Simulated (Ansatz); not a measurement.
# AlGaHCl (singlet): from Hartree-Fock to the top rungs, cc-pVDZ

One table from this session's results is given with a row withheld; the runs are named, their logs left out.

Computed with Ansatz 0.2.0, Gaussian basis. Level: cc-pVDZ, core rule «outside noble gas», up to 24 orbitals frozen.

Plan: UHF; CCSD(T) on RHF; CCSD(T) on UHF; BCCD(T) on RHF; CISD; CCSDT(Q) on RHF; CCSDT(Q) on UHF; CASSCF and MRCISD+Q, 8 electrons in 8 orbitals; CASSCF and NEVPT2, 8 electrons in 8 orbitals.

19 further runs of the same task are left out: 6 that didn't finish, 13 set aside as unsound or not needed. Runs told in other sessions of the task aren't counted.

### What is computed

The geometry is a PBE0/def2-TZVP stationary point (not a proven minimum) of the parent state, kept for this charge and spin. No spin-orbit coupling is included. The filled d shell of Ga may be among the frozen orbitals whatever the setting's name suggests.

4 atoms, charge 0, spin multiplicity 1.

Atoms are counted from 1 here; the program's logs count them from 0.

Bond lengths: Cl1–Al2 2.109 Å, Al2–Ga3 2.523 Å, Al2–H4 1.582 Å. Angles: Cl1–Al2–Ga3 115.6°, Cl1–Al2–H4 122.7°, Ga3–Al2–H4 121.7°.

Set-up of the first run:

in.yaml reads:

```yaml
crystal:
  periodic: [false, false, false]
  atoms:
    - {symbol: Cl, position_ang: [0.000000, -0.454110, 2.387882]}
    - {symbol: Al, position_ang: [0.000000, 0.897734, 0.768882]}
    - {symbol: Ga, position_ang: [0.000000, -0.152166, -1.525692]}
    - {symbol: H, position_ang: [0.000000, 2.467172, 0.964970]}
basis:
  gaussian: {orbitals: cc-pVDZ}
magnetization: {spin_polarized: true, initial_magnetization: 0}
hamiltonian: {xc: hf}
output: {orbitals: {seedname: orbitals}}
```

Launch:

```
$ ansatz run in.yaml --threads 1 --pin off --events-out ev --progress --plain --max-ram 2393MiB
```

Among the steps run: UHF; CCSD(T) on RHF; CCSD(T) on UHF; BCCD(T) on RHF; CISD; CCSDT(Q) on RHF; CCSDT(Q) on UHF; CASSCF and MRCISD+Q, 8 electrons in 8 orbitals; CASSCF and NEVPT2, 8 electrons in 8 orbitals.

One table of the session follows, with a row left open; its other results are not shown here.

It belongs to the step «Misses and costs». 

| method | from RCCSDT(Q) (kcal/mol) |
| --- | --- |
| RHF | +175.06 |
| UHF | +170.13 |
| RMP2 | +29.98 |
| UMP2 | +32.29 |
| CISD | +23.55 |
| RCCSD | +4.77 |
| UCCSD | +5.33 |
| RCCSD(T) | +0.96 |
| UCCSD(T) | +1.42 |
| BCCD(T) | +0.93 |
| RCCSDT | +0.35 |
| UCCSDT | +0.53 |
| RCCSDT(Q) | 0 |
| UCCSDT(Q) | +0.14 |
| CASSCF frontier | +141.38 |
| NEVPT2 frontier | ? |

**Question.** Estimate the row for NEVPT2 frontier.

**Answer.** from RCCSDT(Q) (kcal/mol): +27.36. In the column «from RCCSDT(Q) (kcal/mol)» it lies between CISD (+23.55) and RMP2 (+29.98).

Not comparable, so not listed: CASSCF and MRCISD+Q, 8 electrons in 8 orbitals (they don't share determinant, frozen orbitals or solution with the rows shown, or repeat one).

Caveats from the session: The determinant of HF (⟨S²⟩ 0.69) is far from a pure spin state, so its energy mixes those of several spin states; that is harmless only where they are near-degenerate. The determinant of CCSD(T) (⟨S²⟩ 0.69) is far from a pure spin state, so its energy mixes those of several spin states; high orders of coupled cluster remove much of that, low ones don't. The determinant of CCSDT(Q) (⟨S²⟩ 0.69) is far from a pure spin state, so its energy mixes those of several spin states; high orders of coupled cluster remove much of that, low ones don't. The program flags NEVPT2 frontier as in doubt, so read those rows with care; the flags are idle orbitals. Restricted and unrestricted rows rest on different reference determinants; a gap between their highest levels can come from leftover correlation error, from unlike frozen cores or from another state. Warnings in the runs' records: passed over end.
